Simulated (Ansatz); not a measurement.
# TaN (rocksalt type): the cost of one run

Method: DFT r²SCAN, with the methods named in each step, in Ansatz 0.2.0.

## (1) The system as given

It takes space group Fm-3m (No. 225, cubic). The conventional cell has a = 4.309 Å, b = 4.309 Å, c = 4.309 Å, α = 90.00°, β = 90.00°, γ = 90.00°. Ta (site symmetry m-3m) is surrounded by 6 N at 2.15 Å. N (site symmetry m-3m) has 6 Ta at 2.15 Å as nearest neighbours.

Coordinates:

```
CELL_PARAMETERS angstrom
0.00000 2.15443 2.15443
2.15443 0.00000 2.15443
2.15443 2.15443 0.00000
ATOMIC_POSITIONS crystal
Ta 0.00000 0.00000 0.00000
N 0.50000 0.50000 0.50000
```

Whether this phase is the stable one at these pressures isn't tested.

Atoms are numbered in the order of the input: Ta1, N2.

## (2) Cell relaxed at zero pressure, PAW

The input, input.yaml:

```yaml
crystal:
  lattice:
    - [0.0, 2.15443469, 2.15443469]
    - [2.15443469, 0.0, 2.15443469]
    - [2.15443469, 2.15443469, 0.0]
  atoms:
    - { symbol: Ta, position: [0.0, 0.0, 0.0] }
    - { symbol: "N", position: [0.5, 0.5, 0.5] }
kpoints:
  mp_grid: { grid: [17, 17, 17] }
scf:
  occupations: { method: fermi_dirac, width: 0.08 }
hamiltonian:
  xc: r2scan
  pseudopotentials: { kind: paw }
output:
  forces: true
  stress: true
relax:
  f_tol: 0.005
  max_steps: 40
  cell: {}
```

Started as:

```sh
> ansatz run input.yaml --threads 1 --pin off --max-ram 2048MiB --backend cpu --events-out ev --progress --plain --runs-dir out
```

**Question.** How long does this run take on 1 thread of Arm Neoverse V1, shared host, and how much memory does it need?

About 35 s, with a peak of 0.41 GiB.
